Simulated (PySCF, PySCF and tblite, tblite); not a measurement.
# C6H8O2Si: telling isomers apart by computed NMR, part 2 of 3

PySCF and tblite. Atoms count from 0.

## Step 8: GFN2-xTB relaxation, isomer C, conformer 1

What the job is given:

```
{"job": {"xc": "GFN2-xTB", "basis": "xTB", "kind": "relax"}, "charge": 0, "multiplicity": 1}
C      3.209000    -0.495500     0.571500
C      2.063800    -0.297500    -0.403100
O      2.099800    -0.694800    -1.549600
O      1.050100     0.359700     0.205000
Si    -0.363500     0.716100    -0.550700
C     -1.693600     1.350700     0.623500
C     -2.733200     0.509500     0.681000
C     -2.612500    -0.669500    -0.150900
C     -1.478200    -0.758200    -0.871000
H      2.861100    -1.092900     1.427200
H      4.014300    -1.024200     0.072100
H      3.566100     0.476600     0.909200
H     -0.206900     1.626600    -1.708200
H     -1.564400     2.279300     1.157700
H     -3.613100     0.678500     1.302400
H     -3.408700    -1.416300    -0.173100
H     -1.197200    -1.535800    -1.552900
```

Output:

```text
step      E/eV     max force
  0    -728.42349    1.742
  1    -728.49449    1.467
  2    -728.53112    0.584
  3    -728.55352    0.418
  4    -728.57919    0.339
  5    -728.59272    0.431
  6    -728.60452    0.333
  7    -728.60942    0.187
  8    -728.61234    0.133
  9    -728.61446    0.131
 10    -728.61581    0.089
 11    -728.61695    0.095
 12    -728.61818    0.108
 13    -728.61953    0.109
 14    -728.62088    0.088
 15    -728.62216    0.097
 16    -728.62341    0.091
 17    -728.62443    0.075
 18    -728.62509    0.056
 19    -728.62554    0.047
 20    -728.62595    0.048
 21    -728.62632    0.058
 22    -728.62658    0.051
 23    -728.62679    0.036
 24    -728.62679    0.036
 25    -728.62690    0.032
 26    -728.62721    0.036
 27    -728.62728    0.048
 28    -728.62740    0.044
 29    -728.62759    0.027
 30    -728.62768    0.031
 31    -728.62781    0.030
 32    -728.62791    0.025
 33    -728.62799    0.026
 34    -728.62805    0.026
 35    -728.62810    0.018
 36    -728.62815    0.017
 37    -728.62819    0.016
 38    -728.62824    0.021
 39    -728.62830    0.021
 40    -728.62837    0.019
 41    -728.62844    0.023
 42    -728.62852    0.023
 43    -728.62859    0.027
 44    -728.62864    0.020
 45    -728.62869    0.017
 46    -728.62873    0.019
 47    -728.62878    0.018
 48    -728.62883    0.017
 49    -728.62885    0.013
 50    -728.62888    0.013
 51    -728.62891    0.017
 52    -728.62895    0.019
 53    -728.62899    0.020
 54    -728.62905    0.018
 55    -728.62911    0.020
 56    -728.62919    0.020
 57    -728.62927    0.025
 58    -728.62934    0.021
 59    -728.62939    0.019
 60    -728.62944    0.022
 61    -728.62950    0.019
 62    -728.62955    0.017
 63    -728.62960    0.015
 64    -728.62964    0.021
 65    -728.62968    0.024
 66    -728.62974    0.027
 67    -728.62981    0.034
 68    -728.62989    0.029
 69    -728.62994    0.016
 70    -728.62997    0.011
 71    -728.62998    0.009
 72    -728.62999    0.008
 73    -728.63000    0.008
 74    -728.63001    0.009
 75    -728.63002    0.007
 76    -728.63002    0.008
 77    -728.63003    0.008
 78    -728.63004    0.011
 79    -728.63005    0.010
 80    -728.63006    0.007
 81    -728.63006    0.006
 82    -728.63007    0.005
 83    -728.63007    0.004
```

Run time: 1 s. Hardware: 1 thread of Intel Xeon Platinum 8259CL at 2.50GHz, shared host.

Gain 0.207 eV; displacement 0.11 Å root mean square.

**GFN2-xTB relaxation, isomer C, conformer 2**

What the job is given:

```
{"job": {"xc": "GFN2-xTB", "basis": "xTB", "kind": "relax"}, "charge": 0, "multiplicity": 1}
C      3.220000    -0.091500    -0.188600
C      1.721800    -0.286500    -0.114700
O      1.214900    -1.382800     0.092700
O      1.097100     0.902200    -0.284900
Si    -0.532900     1.117200    -0.250600
C     -1.467000     0.411800     1.202300
C     -2.364100    -0.499300     0.801000
C     -2.406900    -0.731000    -0.626900
C     -1.543200    -0.007200    -1.357200
H      3.533300     0.592000     0.606100
H      3.713700    -1.050600    -0.050400
H      3.474100     0.301900    -1.170200
H     -0.885100     2.544300    -0.467600
H     -1.255500     0.722100     2.214500
H     -3.013900    -1.041500     1.481700
H     -3.098600    -1.460700    -1.042200
H     -1.414800    -0.028400    -2.424500
```

Output:

```text
step      E/eV     max force
  0    -728.31963    2.534
  1    -728.38729    2.513
  2    -728.44060    0.526
  3    -728.46528    0.434
  4    -728.50117    0.684
  5    -728.52220    0.586
  6    -728.54434    0.486
  7    -728.55555    0.261
  8    -728.56363    0.290
  9    -728.57036    0.191
 10    -728.57621    0.210
 11    -728.58067    0.184
 12    -728.58439    0.163
 13    -728.58702    0.114
 14    -728.58868    0.076
 15    -728.58971    0.083
 16    -728.59045    0.069
 17    -728.59092    0.053
 18    -728.59111    0.034
 19    -728.59111    0.034
 20    -728.59116    0.024
 21    -728.59122    0.023
 22    -728.59124    0.018
 23    -728.59125    0.015
 24    -728.59126    0.008
 25    -728.59126    0.010
 26    -728.59127    0.013
 27    -728.59128    0.009
 28    -728.59128    0.005
 29    -728.59129    0.005
 30    -728.59129    0.008
 31    -728.59129    0.005
 32    -728.59130    0.006
 33    -728.59130    0.005
 34    -728.59130    0.004
 35    -728.59130    0.004
```

Run time: 0.44 s. Hardware: 1 thread of Intel Xeon Platinum 8259CL at 2.50GHz, shared host.

The energy fell by 0.272 eV, and the atoms moved 0.09 Å (root mean square).

## Step 9: Shieldings, isomer C, conformer 1: PBE0/pcSseg-1 in benzene

What the job is given:

```
{"job": {"xc": "PBE0", "basis": "pcSseg-1", "solvent": "benzene", "kind": "nmr", "pop": false}, "charge": 0, "multiplicity": 1}
C      3.240532    -0.464594     0.557301
C      2.060450    -0.255171    -0.348507
O      2.018288    -0.550508    -1.511851
O      1.033331     0.310491     0.273969
Si    -0.368860     0.642185    -0.565776
C     -1.622028     1.324777     0.663376
C     -2.702948     0.538857     0.652329
C     -2.638368    -0.645654    -0.195607
C     -1.510287    -0.820872    -0.893980
H      2.932771    -1.053103     1.418410
H      4.037149    -0.970730     0.020723
H      3.589065     0.501123     0.916959
H     -0.072518     1.492541    -1.710890
H     -1.573034     2.227006     1.246871
H     -3.593246     0.722823     1.237308
H     -3.476239    -1.328312    -0.217669
H     -1.361057    -1.658829    -1.552875
```

Output:

```text
coarse grid: 15272 points
cycle   1  E = -672.5501896234  dE =  1.545e+00  |g| = 9.707e-01  |ddm| = 3.859e+00
cycle   2  E = -672.2988242618  dE =  2.514e-01  |g| = 1.531e+00  |ddm| = 1.583e+00
cycle   3  E = -672.7189338280  dE = -4.201e-01  |g| = 2.485e-01  |ddm| = 1.049e+00
cycle   4  E = -672.7302050065  dE = -1.127e-02  |g| = 6.979e-02  |ddm| = 1.964e-01
cycle   5  E = -672.7308826706  dE = -6.777e-04  |g| = 2.725e-02  |ddm| = 5.250e-02
cycle   6  E = -672.7310427129  dE = -1.600e-04  |g| = 3.687e-03  |ddm| = 2.179e-02
cycle   7  E = -672.7310450381  dE = -2.325e-06  |g| = 1.868e-03  |ddm| = 4.184e-03
final grid: 144568 points
cycle   8  E = -672.8056314282  dE = -1.859e-05  |g| = 1.314e-02  |ddm| = 2.699e-02
cycle   9  E = -672.8055851803  dE =  4.625e-05  |g| = 2.036e-02  |ddm| = 2.192e-02
cycle  10  E = -672.8056655339  dE = -8.035e-05  |g| = 2.219e-03  |ddm| = 1.347e-02
cycle  11  E = -672.8056665076  dE = -9.737e-07  |g| = 4.324e-04  |ddm| = 1.584e-03
cycle  12  E = -672.8056665355  dE = -2.786e-08  |g| = 1.682e-04  |ddm| = 3.642e-04
cycle  13  E = -672.8056665409  dE = -5.426e-09  |g| = 3.872e-05  |ddm| = 1.402e-04
cycle  14  E = -672.8056665411  dE = -2.610e-10  |g| = 1.932e-05  |ddm| = 4.098e-05
converged SCF energy = -672.8056665411

GIAO shielding tensors (ppm)
atom      isotropic    diamagn.    paramagn.     s11        s22        s33       span
  0 C      162.754     247.509     -84.755    141.212    152.536    194.515     53.303
  1 C        7.083     248.665    -241.582    -92.841     38.611     75.478    168.319
  2 O     -120.212     404.476    -524.689   -371.813   -229.486    240.662    612.475
  3 O      134.323     403.342    -269.019      4.056    189.859    209.054    204.997
  4 Si     362.773     882.234    -519.461    310.375    384.681    393.262     82.887
  5 C       53.073     262.727    -209.654    -58.248     41.939    175.528    233.776
  6 C       30.026     255.893    -225.867    -94.966     38.649    146.395    241.360
  7 C       29.209     256.050    -226.841    -95.399     37.973    145.051    240.450
  8 C       54.241     262.385    -208.144    -54.637     42.114    175.245    229.882
  9 H       29.315      28.620       0.695     25.537     28.647     33.760      8.222
 10 H       29.742      25.906       3.836     25.572     28.047     35.607     10.035
 11 H       29.224      27.010       2.213     25.575     28.247     33.849      8.274
 12 H       26.271      29.871      -3.599     23.055     24.435     31.325      8.270
 13 H       25.566      31.880      -6.314     23.457     26.355     26.888      3.431
 14 H       24.449      30.554      -6.105     21.801     23.838     27.708      5.908
 15 H       24.392      30.994      -6.602     21.664     23.818     27.695      6.031
 16 H       25.601      32.785      -7.184     23.130     26.188     27.484      4.354
```

Run time: 45 s. Hardware: 1 thread of Intel Xeon Platinum 8259CL at 2.50GHz, shared host.

Key values: HOMO -6.84 eV, LUMO -1.81 eV; dipole 2.21 D.

## Step 10: Shieldings, isomer C, conformer 2: PBE0/pcSseg-1 in benzene

What the job is given:

```
{"job": {"xc": "PBE0", "basis": "pcSseg-1", "solvent": "benzene", "kind": "nmr", "pop": false}, "charge": 0, "multiplicity": 1}
C      3.223256    -0.086411    -0.188994
C      1.727174    -0.231142    -0.114979
O      1.143312    -1.262618     0.072153
O      1.102058     0.930385    -0.281901
Si    -0.556317     1.110845    -0.254175
C     -1.468919     0.396695     1.235463
C     -2.363967    -0.501744     0.809142
C     -2.412972    -0.735866    -0.630111
C     -1.558053    -0.028122    -1.377290
H      3.554890     0.607339     0.580221
H      3.696252    -1.053474    -0.048979
H      3.496046     0.327066    -1.157242
H     -0.602301     2.546352    -0.485526
H     -1.348444     0.641297     2.277263
H     -3.022348    -1.058216     1.460777
H     -3.106961    -1.463075    -1.026747
H     -1.509704    -0.127282    -2.448533
```

Output:

```text
coarse grid: 15272 points
cycle   1  E = -672.5460455857  dE =  1.528e+00  |g| = 9.742e-01  |ddm| = 3.877e+00
cycle   2  E = -672.2742466462  dE =  2.718e-01  |g| = 1.564e+00  |ddm| = 1.603e+00
cycle   3  E = -672.7151070515  dE = -4.409e-01  |g| = 2.698e-01  |ddm| = 1.084e+00
cycle   4  E = -672.7284130756  dE = -1.331e-02  |g| = 6.956e-02  |ddm| = 1.986e-01
cycle   5  E = -672.7290576520  dE = -6.446e-04  |g| = 2.817e-02  |ddm| = 5.196e-02
cycle   6  E = -672.7292299625  dE = -1.723e-04  |g| = 3.943e-03  |ddm| = 2.283e-02
cycle   7  E = -672.7292330014  dE = -3.039e-06  |g| = 1.482e-03  |ddm| = 4.406e-03
final grid: 144568 points
cycle   8  E = -672.8029363672  dE = -1.956e-05  |g| = 1.305e-02  |ddm| = 2.812e-02
cycle   9  E = -672.8028917483  dE =  4.462e-05  |g| = 2.014e-02  |ddm| = 2.135e-02
cycle  10  E = -672.8029701521  dE = -7.840e-05  |g| = 2.155e-03  |ddm| = 1.301e-02
cycle  11  E = -672.8029710700  dE = -9.179e-07  |g| = 4.499e-04  |ddm| = 1.583e-03
cycle  12  E = -672.8029711017  dE = -3.164e-08  |g| = 1.642e-04  |ddm| = 3.652e-04
cycle  13  E = -672.8029711067  dE = -5.025e-09  |g| = 3.415e-05  |ddm| = 1.261e-04
cycle  14  E = -672.8029711069  dE = -1.760e-10  |g| = 1.949e-05  |ddm| = 3.552e-05
converged SCF energy = -672.8029711069

GIAO shielding tensors (ppm)
atom      isotropic    diamagn.    paramagn.     s11        s22        s33       span
  0 C      162.326     247.877     -85.551    140.285    152.313    194.380     54.095
  1 C       10.260     251.900    -241.640    -94.148     50.640     74.288    168.436
  2 O     -129.333     407.147    -536.480   -388.875   -230.616    231.493    620.368
  3 O      136.916     402.855    -265.938    -14.888    188.561    237.077    251.965
  4 Si     362.918     881.756    -518.838    320.214    378.914    389.628     69.414
  5 C       55.617     262.645    -207.027    -51.907     45.441    173.318    225.224
  6 C       28.558     255.970    -227.412    -97.536     36.939    146.272    243.808
  7 C       28.567     255.958    -227.391    -97.527     36.949    146.278    243.804
  8 C       55.604     262.836    -207.231    -51.950     45.444    173.319    225.269
  9 H       29.348      27.539       1.809     25.745     28.362     33.938      8.193
 10 H       29.842      27.159       2.683     25.647     28.308     35.571      9.924
 11 H       29.349      27.332       2.017     25.744     28.365     33.938      8.194
 12 H       26.665      29.408      -2.743     22.986     24.879     32.129      9.144
 13 H       25.761      32.379      -6.618     23.670     26.611     27.001      3.331
 14 H       24.325      31.163      -6.839     21.480     23.930     27.564      6.084
 15 H       24.325      30.988      -6.663     21.481     23.930     27.564      6.083
 16 H       25.760      32.049      -6.290     23.669     26.610     27.001      3.332
```

Wall time 42 s (1 thread of Intel Xeon Platinum 8259CL at 2.50GHz, shared host).

This run: HOMO -6.77 eV, LUMO -1.82 eV; dipole 1.38 D.

## Step 11: The ensemble, isomer C: properties at PBE0/pcSseg-1 in benzene

What the job is given:

```
{"job": {"study": "conf", "smiles": "CC(=O)O[SiH]1C=CC=C1", "search": {"seed": 8921, "n_embed": 90, "ff_keep": 18, "window": 2.5, "nmax": 4, "temps": [250, 298.15, 350], "t_ref": 298.15, "order": 0.0005}, "level": {"nmr": {"xc": "PBE0", "basis": "pcSseg-1", "solvent": "benzene"}}, "kind": "conf"}, "charge": 0, "multiplicity": 1}
C      3.240532    -0.464594     0.557301
C      2.060450    -0.255171    -0.348507
O      2.018288    -0.550508    -1.511851
O      1.033331     0.310491     0.273969
Si    -0.368860     0.642185    -0.565776
C     -1.622028     1.324777     0.663376
C     -2.702948     0.538857     0.652329
C     -2.638368    -0.645654    -0.195607
C     -1.510287    -0.820872    -0.893980
H      2.932771    -1.053103     1.418410
H      4.037149    -0.970730     0.020723
H      3.589065     0.501123     0.916959
H     -0.072518     1.492541    -1.710890
H     -1.573034     2.227006     1.246871
H     -3.593246     0.722823     1.237308
H     -3.476239    -1.328312    -0.217669
H     -1.361057    -1.658829    -1.552875
```

Output:

```text
conformer  sym    E(xTB)   E(DFT)   G(298.15 K)  weight  dipole/D
    1     C1      0.000    0.000    0.000   0.9511    2.210
    2     Cs      0.894    1.363    1.758   0.0489    1.376

mean shielding (ppm) by class
class atoms           250 K   298.15 K      350 K
  0 C  0             162.74    162.733    162.726
  1 C  1              7.187      7.238      7.293
  2 O  2           -120.512   -120.658   -120.816
  3 O  3            134.408     134.45    134.495
  4 Si 4            362.778     362.78    362.783
  5 C  5,8           53.721     53.752     53.786
  6 C  6,7           29.583     29.566     29.547
  7 H  9,10,11        29.43     29.431     29.433
  8 H  12            26.284     26.291     26.298
  9 H  13,16         25.589     25.592     25.595
 10 H  14,15         24.417     24.416     24.414
```

Wall time 92 s (1 thread of Intel Xeon Platinum 8259CL at 2.50GHz, shared host). This counts the runs that the step sums up.

The search (ETKDG and KDG, MMFF94s, GFN2-xTB) embedded 90 structures, kept 2 distinct ones after the force field and 2 after xTB; 2 were carried on (window 2.5 kcal/mol at the search's own energies). Energies: PBE0/pcSseg-1 in benzene with D3(BJ).

Conformer by conformer (298 K):

```
no.  group  mirror pair  ΔE xTB  ΔE DFT    ΔG  weight (%)  μ (D)  O2–C1–O3–Si4 (°)  C1–O3–Si4–C5 (°)     A, B, C (GHz)
  1     C1          yes    0.00    0.00  0.00        95.1   2.21                 0               176  3.57, 0.83, 0.75
  2     Cs           no    0.89    1.36  1.76         4.9   1.38                 0                52  3.00, 0.95, 0.90
```

Energies in kcal/mol. ΔG holds xTB vibrations and rotation, symmetry numbers and mirror pairs.

Weights (%) by temperature:

```
no.  250 K  298 K  350 K
  1   96.7   95.1   93.4
  2    3.3    4.9    6.6
```

Other ways of weighting, at the same temperature:

```
                                  scheme    1   2  mean μ (D)
                         DFT free energy   95   5        2.17
            DFT energy, symmetry counted   95   5        2.17
                        DFT energy alone   91   9        2.13
            xTB energy, symmetry counted   90  10        2.13
                         xTB free energy   90  10        2.12
                   lowest conformer only  100   0        2.21
                           equal weights   50  50        1.79
conformers found from three starts alone  100   0        2.21
```

Shifts against references run at the same level (13C TMS 187.3, 1H TMS 31.70, 29Si TMS 349.1, 17O H2O 340.1 ppm of shielding), by class of atoms, at 298 K:

```
       atoms                                                   environment  no. 1  no. 2  average
          C1                                               carbonyl carbon  180.3  177.1    180.1
      C6, C7                                                     alkene CH  157.7  158.8    157.8
      C5, C8                                                     alkene CH  133.7  131.7    133.6
          C0                                 methyl carbon α to a carbonyl   24.6   25.0     24.6
    H14, H15                                      hydrogen on an alkene CH   7.28   7.38     7.29
    H13, H16                                      hydrogen on an alkene CH   6.12   5.94     6.11
         H12  hydrogen on a silicon bonded to 2 C, O, in a 5-membered ring   5.43   5.04     5.41
H9, H10, H11                   hydrogen on a methyl carbon α to a carbonyl   2.28   2.19     2.27
          O2                                               carbonyl oxygen  460.3  469.5    460.8
          O3                                        oxygen bonded to C, Si  205.8  203.2    205.7
         Si4             silicon bonded to 2 C, O, H, in a 5-membered ring  -13.7  -13.9    -13.7
```

Effective distances for nuclear Overhauser effects, ⟨r⁻⁶⟩^(−1/6) over all pairs of two classes (Å): H13···H14 2.81; H12···H13 3.40.

## Step 12: Shieldings, isomer A, conformer 1: KT2/pcSseg-1 in dimethylsulfoxide

What the job is given:

```
{"job": {"xc": "KT2", "basis": "pcSseg-1", "solvent": "dimethylsulfoxide", "scf": {"conv": 1e-06}, "kind": "nmr", "pop": false}, "charge": 0, "multiplicity": 1}
C      3.177228     0.817964     0.687772
C      1.750134     0.471335     1.032738
O      1.312941     0.397999     2.148465
O      1.056512     0.260675    -0.095544
C     -0.284849    -0.077137    -0.129454
C     -1.145558    -0.257557     0.880562
Si    -2.826393    -0.704868     0.164384
C     -2.096914    -0.581999    -1.573911
C     -0.805830    -0.255040    -1.486721
H      3.622679     0.000826     0.125225
H      3.739497     0.991772     1.599761
H      3.193373     1.708671     0.064117
H     -0.864693    -0.151378     1.911350
H     -3.262749    -2.058676     0.505180
H     -3.856030     0.301371     0.422347
H     -2.584114    -0.737347    -2.521446
H     -0.132232    -0.114581    -2.319185
```

Output:

```text
final grid: 144568 points
cycle   1  E = -681.9616353224  dE =  1.381e+00  |g| = 1.092e+00  |ddm| = 3.916e+00
cycle   2  E = -681.2263313534  dE =  7.353e-01  |g| = 2.134e+00  |ddm| = 2.487e+00
cycle   3  E = -682.1492887026  dE = -9.230e-01  |g| = 4.940e-01  |ddm| = 1.981e+00
cycle   4  E = -682.1973860425  dE = -4.810e-02  |g| = 1.329e-01  |ddm| = 4.491e-01
cycle   5  E = -682.1997340036  dE = -2.348e-03  |g| = 6.344e-02  |ddm| = 1.145e-01
cycle   6  E = -682.2005518342  dE = -8.178e-04  |g| = 1.531e-02  |ddm| = 5.263e-02
cycle   7  E = -682.2005958821  dE = -4.405e-05  |g| = 8.119e-03  |ddm| = 2.029e-02
cycle   8  E = -682.2006137175  dE = -1.784e-05  |g| = 1.658e-03  |ddm| = 8.383e-03
cycle   9  E = -682.2006143371  dE = -6.197e-07  |g| = 6.659e-04  |ddm| = 2.129e-03
converged SCF energy = -682.2006143371

GIAO shielding tensors (ppm)
atom      isotropic    diamagn.    paramagn.     s11        s22        s33       span
  0 C      161.259     250.226     -88.967    135.607    154.429    193.742     58.135
  1 C       18.231     249.640    -231.409    -74.907     62.237     67.362    142.269
  2 O      -86.407     406.896    -493.303   -359.519   -154.831    255.128    614.647
  3 O       71.171     407.842    -336.670   -100.233     97.733    216.014    316.247
  4 C       25.682     255.104    -229.421    -65.916     70.123     72.841    138.757
  5 C       88.979     260.789    -171.810     18.578     77.434    170.924    152.346
  6 Si     403.315     885.670    -482.355    346.257    407.462    456.226    109.969
  7 C       60.650     260.101    -199.451    -38.604     41.964    178.590    217.194
  8 C       41.141     254.144    -213.003    -59.394     54.774    128.044    187.438
  9 H       29.003      28.606       0.397     25.382     28.124     33.503      8.121
 10 H       29.743      26.030       3.713     25.769     28.215     35.245      9.475
 11 H       29.007      28.626       0.381     25.378     28.138     33.506      8.129
 12 H       25.267      34.884      -9.617     20.582     26.328     28.890      8.308
 13 H       26.747      28.818      -2.072     23.672     24.413     32.154      8.482
 14 H       26.747      28.818      -2.071     23.672     24.412     32.157      8.486
 15 H       25.273      29.948      -4.675     24.957     24.968     25.895      0.938
 16 H       24.602      32.694      -8.092     22.894     23.402     27.511      4.617
```

Wall time 33 s (1 thread of Intel Xeon Platinum 8259CL at 2.50GHz, shared host).

In short: HOMO -5.75 eV, LUMO -2.46 eV; dipole 2.54 D.

(Part 2 of 3 ends here.)
